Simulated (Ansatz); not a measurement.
# BClFH4N2 with multiplicity 2: a relaxation

Wanted: the relaxed geometry, from a rough start. Meant to form: F2–N7; to break: B1–F2. The start is a guess near the saddle point, from which both ends are pulled out.

Method: UKS r2SCAN-D4/def2-SVP, in Ansatz 0.2.0.

## 1. The starting structure

Bond lengths: B1–F2 1.570 Å, B1–Cl3 1.860 Å, B1–N4 1.550 Å, N4–H5 1.060 Å, N4–H6 1.060 Å, N7–H8 1.060 Å, N7–H9 1.060 Å. Angles: F2–B1–Cl3 120.0°, F2–B1–N4 120.0°, Cl3–B1–N4 120.0°, B1–N4–H5 120.0°, B1–N4–H6 120.0°, H5–N4–H6 120.0°, H8–N7–H9 120.0°.

Structure file:

```xyz
9

B     0.0000    0.0000    0.0000
F     0.0000    0.0000    1.5700
Cl    1.6108    0.0000   -0.9300
N    -1.3423    0.0000   -0.7750
H    -2.0112   -0.8164   -0.6764
H    -1.5914    0.8164   -1.4036
N     0.0000    0.0000    3.1500
H    -0.4960   -0.7725    3.6800
H     0.4960    0.7725    3.6800
```

## 2. Pulling towards end A

Springs on the bonds that form and break draw the guess towards this end; the thresholds are loose.

File input.yaml:

```yaml
crystal:
  periodic: [false, false, false]
  atoms:
    - { symbol: B, position_ang: [0.0, 0.0, 0.0] }
    - { symbol: F, position_ang: [0.0, 0.0, 1.57] }
    - { symbol: Cl, position_ang: [1.6108, 0.0, -0.93] }
    - { symbol: "N", position_ang: [-1.3423, 0.0, -0.775] }
    - { symbol: H, position_ang: [-2.0112, -0.8164, -0.6764] }
    - { symbol: H, position_ang: [-1.5914, 0.8164, -1.4036] }
    - { symbol: "N", position_ang: [0.0, 0.0, 3.15] }
    - { symbol: H, position_ang: [-0.496, -0.7725, 3.68] }
    - { symbol: H, position_ang: [0.496, 0.7725, 3.68] }
magnetization:
  spin_polarized: true
  initial_magnetization: 1
basis:
  gaussian: { orbitals: def2-SVP }
hamiltonian:
  xc: r2scan
  dispersion: d4
relax:
  f_tol: 0.15
  max_steps: 25
  restrain:
    - { distance: [1, 6], at: 2.48, k: 30.0 }
    - { distance: [0, 1], at: 1.32, k: 30.0 }
```

Command:

```console
ansatz run input.yaml --threads 4 --pin off --max-ram 5120MiB --backend cpu --events-out ev --progress --plain --runs-dir out
```

Standard output, shortened:

```text
Warning: RAYON_NUM_THREADS=4 ignored (pool sized by the plan → 4); use --threads N
[...]
Functional definition: r2SCAN
[...]
1073 factors; their error is unknown
[...]
mean field -18944.39428455 eV, -696.1936489857 hartree, gradient 1.1e-5 eV, S^2 0.756353; 2 other end points of the search recorded, 0 dependent functions left out
[...]
reference -18944.39429594 eV, -696.1936494041 hartree; 25, 24 occupied and 69, 70 virtual orbitals, 1073 factors
relax step   1: F+E_penalty+E_count = -18944.43105665 eV  Δ(F+E_penalty+E_count) = +0.000e0 eV  max|allowed force component| = 9.178e0 eV/Å  E_restraint = 13.08750000 eV  max|allowed force component, restraints' pulls added| = 4.368e1 eV/Å  Δτ_max = 0.0000 Å  (63 SCF iters, accepted)
[...]
relax step   4: F+E_penalty+E_count = -18948.53649596 eV  Δ(F+E_penalty+E_count) = -6.368e-1 eV  max|allowed force component| = 2.548e0 eV/Å  E_restraint = 0.03216199 eV  max|allowed force component, restraints' pulls added| = 2.548e0 eV/Å  Δτ_max = 0.1943 Å  (46 SCF iters, accepted)
[...]
relax step   7: F+E_penalty+E_count = -18949.96404453 eV  Δ(F+E_penalty+E_count) = -2.557e-1 eV  max|allowed force component| = 9.940e-1 eV/Å  E_restraint = 0.03567602 eV  max|allowed force component, restraints' pulls added| = 1.150e0 eV/Å  Δτ_max = 0.2000 Å  (42 SCF iters, accepted)
[...]
relax step  10: F+E_penalty+E_count = -18950.18319283 eV  Δ(F+E_penalty+E_count) = -2.975e-2 eV  max|allowed force component| = 4.283e-1 eV/Å  E_restraint = 0.01205412 eV  max|allowed force component, restraints' pulls added| = 5.342e-1 eV/Å  Δτ_max = 0.1469 Å  (35 SCF iters, accepted)
[...]
relax step  12: F+E_penalty+E_count = -18950.21632865 eV  Δ(F+E_penalty+E_count) = -1.711e-2 eV  max|allowed force component| = 3.569e-1 eV/Å  E_restraint = 0.00612022 eV  max|allowed force component, restraints' pulls added| = 3.997e-1 eV/Å  Δτ_max = 0.0866 Å  (38 SCF iters, accepted)
[...]
relax step  13: F+E_penalty+E_count = -18950.24500086 eV  Δ(F+E_penalty+E_count) = -2.867e-2 eV  max|allowed force component| = 4.530e-1 eV/Å  E_restraint = 0.02357487 eV  max|allowed force component, restraints' pulls added| = 8.592e-1 eV/Å  Δτ_max = 0.1951 Å  (36 SCF iters, accepted)
  distance F 1 - N 6 = 2.5139 Å
  distance B 0 - F 1 = 1.3406 Å
[...]
1073 factors; their error is unknown
mean field -18950.21409033 eV, -696.4075229031 hartree, gradient 5.1e-5 eV, S^2 0.754184; 0 other end points of the search recorded, 0 dependent functions left out
[...]
reference -18950.21410044 eV, -696.4075232746 hartree; 25, 24 occupied and 69, 70 virtual orbitals, 1073 factors
```

## 3. More of the same log: pulled along the bonds that form and break, towards end A

The log, continued:

```text
relax step  14: F+E_penalty+E_count = -18950.25337550 eV  Δ(F+E_penalty+E_count) = -8.375e-3 eV  max|allowed force component| = 3.745e-1 eV/Å  E_restraint = 0.00504961 eV  max|allowed force component, restraints' pulls added| = 4.730e-1 eV/Å  Δτ_max = 0.1334 Å  (36 SCF iters, accepted)
  distance F 1 - N 6 = 2.4881 Å
  distance B 0 - F 1 = 1.3364 Å
these checks for a lower state are left out or cut short: starts, cluster_reference, orbital_swaps, neighbouring_geometries, increment
1073 factors; their error is unknown
mean field evaluation 160: about -18950.2362 eV, gradient 2.3e0 eV
mean field -18950.21578818 eV, -696.4075852978 hartree, gradient 2.1e-5 eV, S^2 0.754178; 0 other end points of the search recorded, 0 dependent functions left out
the calculation of the forces begins
reference -18950.21579820 eV, -696.4075856662 hartree; 25, 24 occupied and 69, 70 virtual orbitals, 1073 factors
relax step  15: F+E_penalty+E_count = -18950.25522150 eV  Δ(F+E_penalty+E_count) = -1.846e-3 eV  max|allowed force component| = 5.684e-1 eV/Å  E_restraint = 0.00367533 eV  max|allowed force component, restraints' pulls added| = 5.684e-1 eV/Å  Δτ_max = 0.0445 Å  (36 SCF iters, accepted)
  distance F 1 - N 6 = 2.4877 Å
  distance B 0 - F 1 = 1.3336 Å
these checks for a lower state are left out or cut short: starts, cluster_reference, orbital_swaps, neighbouring_geometries, increment
1073 factors; their error is unknown
mean field -18950.23189777 eV, -696.4081773145 hartree, gradient 1.7e-5 eV, S^2 0.754227; 0 other end points of the search recorded, 0 dependent functions left out
the calculation of the forces begins
reference -18950.23190773 eV, -696.4081776806 hartree; 25, 24 occupied and 69, 70 virtual orbitals, 1073 factors
relax step  16: F+E_penalty+E_count = -18950.27219109 eV  Δ(F+E_penalty+E_count) = -1.697e-2 eV  max|allowed force component| = 4.259e-1 eV/Å  E_restraint = 0.01717150 eV  max|allowed force component, restraints' pulls added| = 7.690e-1 eV/Å  Δτ_max = 0.1801 Å  (38 SCF iters, accepted)
  distance F 1 - N 6 = 2.5077 Å
  distance B 0 - F 1 = 1.3395 Å
these checks for a lower state are left out or cut short: starts, cluster_reference, orbital_swaps, neighbouring_geometries, increment
1073 factors; their error is unknown
mean field -18950.25031659 eV, -696.4088541935 hartree, gradient 2.2e-5 eV, S^2 0.754191; 0 other end points of the search recorded, 0 dependent functions left out
the calculation of the forces begins
reference -18950.25032643 eV, -696.4088545555 hartree; 25, 24 occupied and 69, 70 virtual orbitals, 1073 factors
relax step  17: F+E_penalty+E_count = -18950.29024504 eV  Δ(F+E_penalty+E_count) = -1.805e-2 eV  max|allowed force component| = 3.502e-1 eV/Å  E_restraint = 0.00392942 eV  max|allowed force component, restraints' pulls added| = 2.010e-1 eV/Å  Δτ_max = 0.1999 Å  (37 SCF iters, accepted)
  distance F 1 - N 6 = 2.4929 Å
  distance B 0 - F 1 = 1.3297 Å
these checks for a lower state are left out or cut short: starts, cluster_reference, orbital_swaps, neighbouring_geometries, increment
1073 factors; their error is unknown
mean field -18950.28372506 eV, -696.4100819325 hartree, gradient 2.6e-5 eV, S^2 0.754311; 0 other end points of the search recorded, 0 dependent functions left out
the calculation of the forces begins
reference -18950.28373488 eV, -696.4100822930 hartree; 25, 24 occupied and 69, 70 virtual orbitals, 1073 factors
relax step  18: F+E_penalty+E_count = -18950.32330274 eV  Δ(F+E_penalty+E_count) = -3.306e-2 eV  max|allowed force component| = 3.998e-1 eV/Å  E_restraint = 0.01827567 eV  max|allowed force component, restraints' pulls added| = 5.795e-1 eV/Å  Δτ_max = 0.1963 Å  (36 SCF iters, accepted)
  distance F 1 - N 6 = 2.5127 Å
  distance B 0 - F 1 = 1.3323 Å
these checks for a lower state are left out or cut short: starts, cluster_reference, orbital_swaps, neighbouring_geometries, increment
1073 factors; their error is unknown
mean field evaluation 192: about -18950.3545 eV, gradient 4.0e-3 eV
mean field -18950.30326450 eV, -696.4107999933 hartree, gradient 2.4e-5 eV, S^2 0.754458; 0 other end points of the search recorded, 0 dependent functions left out
the calculation of the forces begins
reference -18950.30327434 eV, -696.4108003552 hartree; 25, 24 occupied and 69, 70 virtual orbitals, 1073 factors
relax step  19: F+E_penalty+E_count = -18950.34274899 eV  Δ(F+E_penalty+E_count) = -1.945e-2 eV  max|allowed force component| = 5.501e-1 eV/Å  E_restraint = 0.02228473 eV  max|allowed force component, restraints' pulls added| = 9.256e-1 eV/Å  Δτ_max = 0.1807 Å  (43 SCF iters, accepted)
  distance F 1 - N 6 = 2.5159 Å
  distance B 0 - F 1 = 1.3340 Å
these checks for a lower state are left out or cut short: starts, cluster_reference, orbital_swaps, neighbouring_geometries, increment
1073 factors; their error is unknown
mean field -18950.32742064 eV, -696.4116877152 hartree, gradient 1.9e-5 eV, S^2 0.754411; 0 other end points of the search recorded, 0 dependent functions left out
the calculation of the forces begins
reference -18950.32743045 eV, -696.4116880759 hartree; 25, 24 occupied and 69, 70 virtual orbitals, 1073 factors
relax step  20: F+E_penalty+E_count = -18950.36696017 eV  Δ(F+E_penalty+E_count) = -2.421e-2 eV  max|allowed force component| = 4.897e-1 eV/Å  E_restraint = 0.00672024 eV  max|allowed force component, restraints' pulls added| = 4.031e-1 eV/Å  Δτ_max = 0.2000 Å  (41 SCF iters, accepted)
  distance F 1 - N 6 = 2.4926 Å
  distance B 0 - F 1 = 1.3370 Å
these checks for a lower state are left out or cut short: starts, cluster_reference, orbital_swaps, neighbouring_geometries, increment
1073 factors; their error is unknown
mean field -18950.33787303 eV, -696.4120718334 hartree, gradient 2.5e-5 eV, S^2 0.754433; 0 other end points of the search recorded, 0 dependent functions left out
the calculation of the forces begins
reference -18950.33788291 eV, -696.4120721967 hartree; 25, 24 occupied and 69, 70 virtual orbitals, 1073 factors
relax step  21: F+E_penalty+E_count = -18950.37736593 eV  Δ(F+E_penalty+E_count) = -1.041e-2 eV  max|allowed force component| = 4.655e-1 eV/Å  E_restraint = 0.00517537 eV  max|allowed force component, restraints' pulls added| = 4.330e-1 eV/Å  Δτ_max = 0.0998 Å  (34 SCF iters, accepted)
  distance F 1 - N 6 = 2.4908 Å
  distance B 0 - F 1 = 1.3351 Å
these checks for a lower state are left out or cut short: starts, cluster_reference, orbital_swaps, neighbouring_geometries, increment
1073 factors; their error is unknown
mean field -18950.35426898 eV, -696.4126743735 hartree, gradient 1.3e-5 eV, S^2 0.754478; 0 other end points of the search recorded, 0 dependent functions left out
the calculation of the forces begins
reference -18950.35427890 eV, -696.4126747382 hartree; 25, 24 occupied and 69, 70 virtual orbitals, 1073 factors
relax step  22: F+E_penalty+E_count = -18950.39364804 eV  Δ(F+E_penalty+E_count) = -1.628e-2 eV  max|allowed force component| = 3.458e-1 eV/Å  E_restraint = 0.00697986 eV  max|allowed force component, restraints' pulls added| = 2.437e-1 eV/Å  Δτ_max = 0.0786 Å  (34 SCF iters, accepted)
  distance F 1 - N 6 = 2.4928 Å
  distance B 0 - F 1 = 1.3374 Å
these checks for a lower state are left out or cut short: starts, cluster_reference, orbital_swaps, neighbouring_geometries, increment
1073 factors; their error is unknown
mean field evaluation 224: about -18950.3562 eV, gradient 8.1e-4 eV
mean field -18950.35617859 eV, -696.4127445506 hartree, gradient 2.3e-5 eV, S^2 0.754497; 0 other end points of the search recorded, 0 dependent functions left out
the calculation of the forces begins
reference -18950.35618854 eV, -696.4127449162 hartree; 25, 24 occupied and 69, 70 virtual orbitals, 1073 factors
relax step  23: F+E_penalty+E_count = -18950.39559031 eV  Δ(F+E_penalty+E_count) = -1.942e-3 eV  max|allowed force component| = 3.920e-1 eV/Å  E_restraint = 0.00488402 eV  max|allowed force component, restraints' pulls added| = 1.783e-1 eV/Å  Δτ_max = 0.0632 Å  (35 SCF iters, accepted)
  distance F 1 - N 6 = 2.4892 Å
  distance B 0 - F 1 = 1.3355 Å
these checks for a lower state are left out or cut short: starts, cluster_reference, orbital_swaps, neighbouring_geometries, increment
1073 factors; their error is unknown
mean field -18950.35845567 eV, -696.4128282316 hartree, gradient 1.8e-5 eV, S^2 0.754436; 0 other end points of the search recorded, 0 dependent functions left out
the calculation of the forces begins
reference -18950.35846559 eV, -696.4128285961 hartree; 25, 24 occupied and 69, 70 virtual orbitals, 1073 factors
relax step  24: F+E_penalty+E_count = -18950.39791888 eV  Δ(F+E_penalty+E_count) = -2.329e-3 eV  max|allowed force component| = 4.401e-1 eV/Å  E_restraint = 0.00440367 eV  max|allowed force component, restraints' pulls added| = 6.604e-2 eV/Å  Δτ_max = 0.0649 Å  (36 SCF iters, accepted)
  distance F 1 - N 6 = 2.4911 Å
  distance B 0 - F 1 = 1.3331 Å
1073 factors; their error is unknown
mean field evaluation 256: about -18950.3585 eV, gradient 5.9e-5 eV
mean field -18950.35845567 eV, -696.4128282316 hartree, gradient 1.8e-5 eV, S^2 0.754436; 1 other end points of the search recorded, 0 dependent functions left out
the calculation of the forces begins
reference -18950.35846559 eV, -696.4128285961 hartree; 25, 24 occupied and 69, 70 virtual orbitals, 1073 factors
Total energy: -18950.39792880 eV, -696.4142788424 hartree
Atom 0 at     0.328394    -0.098301    -0.040168 Å, force    -0.158140     0.083816    -0.413593 eV/Å
Atom 1 at     0.886351    -0.359520     1.141995 Å, force     0.440100    -0.134246     0.196071 eV/Å
Atom 2 at     1.376164    -0.178854    -1.475439 Å, force    -0.009904    -0.002306     0.010326 eV/Å
Atom 3 at    -1.016725     0.222044    -0.114235 Å, force     0.025710     0.000191    -0.033479 eV/Å
Atom 4 at    -1.547165     0.260690     0.758237 Å, force    -0.022841     0.012193     0.006483 eV/Å
Atom 5 at    -1.495979     0.438175    -0.976654 Å, force    -0.030601     0.000976     0.008285 eV/Å
Atom 6 at    -0.970561    -0.000902     2.763347 Å, force    -0.284359     0.050666     0.173369 eV/Å
Atom 7 at    -0.631058    -0.921665     3.080602 Å, force     0.015987    -0.020861     0.024761 eV/Å
Atom 8 at    -0.263522     0.638332     3.157315 Å, force     0.024047     0.009571     0.027776 eV/Å
Dipole moment:    -0.296845     0.055125     0.310687 e Å
```

It took 83 s on 4 threads of Arm Neoverse V1, shared host; peak memory 0.27 GiB.

The steps of the relaxation:

```
step  energy from step 1 (eV)  largest force component (eV/Å)
   1                   0.0000                          9.1781
   2                  -2.5520                          5.4040
   3                  -3.4687                          3.8672
   4                  -4.1054                          2.5479
   5                  -4.6967                          2.7201
   6                  -5.2772                          1.2344
   7                  -5.5330                          0.9940
   8                  -5.6584                          1.1732
   9                  -5.7224                          0.8739
  10                  -5.7521                          0.4283
  11                  -5.7682                          0.5450
  12                  -5.7853                          0.3569
  13                  -5.8139                          0.4530
  14                  -5.8223                          0.3745
  15                  -5.8242                          0.5684
  16                  -5.8411                          0.4259
  17                  -5.8592                          0.3502
  18                  -5.8922                          0.3998
  19                  -5.9117                          0.5501
  20                  -5.9359                          0.4897
  21                  -5.9463                          0.4655
  22                  -5.9626                          0.3458
  23                  -5.9645                          0.3920
  24                  -5.9669                          0.4401
```

Step 1 is the start. Energies and forces in the table leave out the springs, which the log lists apart; the run stops on the force with the springs' pull added.

After: Bond lengths: B1–F2 1.333 Å, B1–Cl3 1.779 Å, B1–N4 1.385 Å, N4–H5 1.022 Å, N4–H6 1.010 Å, N7–H8 1.031 Å, N7–H9 1.031 Å. Angles: F2–B1–Cl3 117.4°, F2–B1–N4 120.0°, Cl3–B1–N4 122.6°, B1–N4–H5 117.9°, B1–N4–H6 123.8°, H5–N4–H6 118.3°, H8–N7–H9 102.1°.

## 4. Relaxing end A

It starts where the restrained run ended.

File input.yaml:

```yaml
crystal:
  periodic: [false, false, false]
  atoms:
    - { symbol: B, position_ang: [0.328394, -0.098301, -0.040168] }
    - { symbol: F, position_ang: [0.886351, -0.35952, 1.141995] }
    - { symbol: Cl, position_ang: [1.376164, -0.178854, -1.475439] }
    - { symbol: "N", position_ang: [-1.016725, 0.222044, -0.114235] }
    - { symbol: H, position_ang: [-1.547165, 0.26069, 0.758237] }
    - { symbol: H, position_ang: [-1.495979, 0.438175, -0.976654] }
    - { symbol: "N", position_ang: [-0.970561, -0.000902, 2.763347] }
    - { symbol: H, position_ang: [-0.631058, -0.921665, 3.080602] }
    - { symbol: H, position_ang: [-0.263522, 0.638332, 3.157315] }
magnetization:
  spin_polarized: true
  initial_magnetization: 1
basis:
  gaussian: { orbitals: def2-SVP }
hamiltonian:
  xc: r2scan
  dispersion: d4
relax:
  f_tol: 0.03
  max_steps: 50
```

Command:

```console
ansatz run input.yaml --threads 4 --pin off --max-ram 5120MiB --backend cpu --events-out ev --progress --plain --runs-dir out
```

Standard output, shortened:

```text
Warning: RAYON_NUM_THREADS=4 ignored (pool sized by the plan → 4); use --threads N
[...]
[... 1 set-up line as earlier in the session ...]
[...]
1073 factors; their error is unknown
[...]
mean field -18950.35843698 eV, -696.4128275449 hartree, gradient 5.0e-5 eV, S^2 0.754437; 0 other end points of the search recorded, 0 dependent functions left out
[...]
reference -18950.35844668 eV, -696.4128279014 hartree; 25, 24 occupied and 69, 70 virtual orbitals, 1073 factors
relax step   1: F+E_penalty+E_count = -18950.39790020 eV  Δ(F+E_penalty+E_count) = +0.000e0 eV  max|allowed force component| = 4.407e-1 eV/Å  Δτ_max = 0.0000 Å  (37 SCF iters, accepted)
[...]
relax step   7: F+E_penalty+E_count = -18950.45022142 eV  Δ(F+E_penalty+E_count) = -2.662e-4 eV  max|allowed force component| = 3.766e-2 eV/Å  Δτ_max = 0.0181 Å  (38 SCF iters, accepted)
[...]
Total energy: -18950.45036944 eV, -696.4162060003 hartree
Atom 0 at     0.418104    -0.102819    -0.162595 Å, force     0.008153    -0.002471     0.003260 eV/Å
Atom 1 at     1.114050    -0.362713     0.954343 Å, force    -0.001028     0.001218    -0.006804 eV/Å
Atom 2 at     1.292950    -0.182400    -1.709612 Å, force    -0.003180     0.000193     0.005432 eV/Å
Atom 3 at    -0.928857     0.212755    -0.086349 Å, force     0.000383     0.000009    -0.000674 eV/Å
Atom 4 at    -1.383710     0.245371     0.830925 Å, force    -0.001294     0.000324     0.000415 eV/Å
Atom 5 at    -1.500160     0.417307    -0.894335 Å, force    -0.002577     0.000664    -0.001594 eV/Å
Atom 6 at    -1.093186     0.018070     2.836695 Å, force    -0.000538    -0.000206     0.000684 eV/Å
Atom 7 at    -0.802401    -0.905475     3.196702 Å, force    -0.000152     0.000398    -0.000764 eV/Å
Atom 8 at    -0.450890     0.659904     3.329227 Å, force     0.000234    -0.000129     0.000044 eV/Å
Dipole moment:    -0.362786     0.051702     0.473210 e Å
```

It took 28 s on 4 threads of Arm Neoverse V1, shared host; peak memory 0.22 GiB.

Relaxation path:

```
step  energy from step 1 (eV)  largest force component (eV/Å)
   1                   0.0000                          0.4407
   2                  -0.0414                          0.1384
  3x                  -0.0321                          0.7714
   4                  -0.0455                          0.3646
   5                  -0.0485                          0.2032
   6                  -0.0521                          0.0526
   7                  -0.0523                          0.0377
   8                  -0.0525                          0.0082
```

Step 1 is the start. 1 step was tried and not accepted (marked x).

After: Bond lengths: B1–F2 1.341 Å, B1–Cl3 1.779 Å, B1–N4 1.386 Å, N4–H5 1.024 Å, N4–H6 1.010 Å, N7–H8 1.033 Å, N7–H9 1.033 Å. Angles: F2–B1–Cl3 117.4°, F2–B1–N4 120.2°, Cl3–B1–N4 122.4°, B1–N4–H5 119.2°, B1–N4–H6 123.5°, H5–N4–H6 117.3°, H8–N7–H9 102.4°.

## 5. Results

| quantity | value |
| --- | --- |
| end A | 6 moves, 0.052 eV lower |

The relaxation gains 0.05 eV in 6 moves, with F2 moving most (0.30 Å); the start's largest force component was 0.4 eV/Å.
